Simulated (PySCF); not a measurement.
# Boron: the same states on changed settings

The task here is to estimate one member of a computed series from the others.

Method: unrestricted determinants in a Gaussian basis, no spin-orbit coupling in the energies. Code: PySCF 2.14.0.

6 further runs of the same task are left out: 6 that didn't finish.

## The atom as given

```
Element                                   : boron (Z = 5)
Basis                                     : aug-cc-pVDZ-DK
Hamiltonian                               : the spin-free X2C one-electron Hamiltonian (Gaussian nucleus)
State 1                                   : B⁺: [He] 2s2, closed-shell 1S
State 2                                   : B²⁺: [He] 2s1, 2S determinant
Methods                                   : UHF, B3LYP, M06-2X, MP2, CCSD(T)
Core shells frozen in the correlated runs : valence: 1s2 (for B⁺)
```

The outer shells:

B+ [He] 2s2
```
[He] core
2s [↑↓]
```

B2+ [He] 2s1
```
[He] core
2s [↑ ]
```

The sound run (aug-cc-pVDZ-DK, the spin-free X2C one-electron Hamiltonian (Gaussian nucleus), symmetry-adapted start, fine grid, valence correlation) gave:

| species | method | energy (hartree) |
| --- | --- | --- |
| B⁺ | UHF | -24.24184 |
| B⁺ | B3LYP | -24.34658 |
| B⁺ | M06-2X | -24.34923 |
| B⁺ | MP2 (valence) | -24.27450 |
| B⁺ | CCSD(T) (valence) | -24.30050 |
| B²⁺ | UHF | -23.37829 |
| B²⁺ | B3LYP | -23.43534 |
| B²⁺ | M06-2X | -23.43711 |

The runs were made by one driver on top of PySCF. The scripts below sum up each run's settings (the driver also hands on starting orbitals that pick excited configurations, and frozen orbitals as a list rather than a count), and the logs come from the driver's own runs.

The first run:

It was started by

```
$ OMP_NUM_THREADS=1 python atomrun2.py TASK.json OUT
```

Contents of input.py:

```python
from pyscf import gto, scf, dft, mp, cc
import basis_set_exchange as bse
mol = gto.M(atom="B 0 0 0", charge=1, spin=0, symmetry="D2h",
            basis=gto.basis.parse(bse.get_basis("aug-cc-pVDZ-DK", elements=["B"], fmt="nwchem", header=False)),
            nucmod="G")
mf = scf.UHF(mol).sfx2c1e()
mf.irrep_nelec = {'Ag': (2, 2)}
mf.init_guess = "1e"
mf.max_cycle = 50
mf.kernel()
```

Among the steps run: Changed run, B⁺: the ladder of methods; Changed run, B²⁺: the ladder of methods.

One of the session's tables, all rows but one given; the rest of the session is left out.

Ionisation energy of B⁺:

| method | sound run (eV) |
| --- | --- |
| UHF | 23.499 |
| B3LYP | 24.796 |
| M06-2X | ? |
| MP2 | 24.387 |
| SCS-MP2 | 24.565 |
| CCSD | 25.095 |
| CCSD(T) | 25.095 |
| CCSDT | 25.095 |
| FCI | 25.095 |

**Question.** Estimate the row for M06-2X.

As computed: sound run (eV): 24.820. In the column «sound run (eV)» it lies between B3LYP (24.796) and CCSD (25.095).
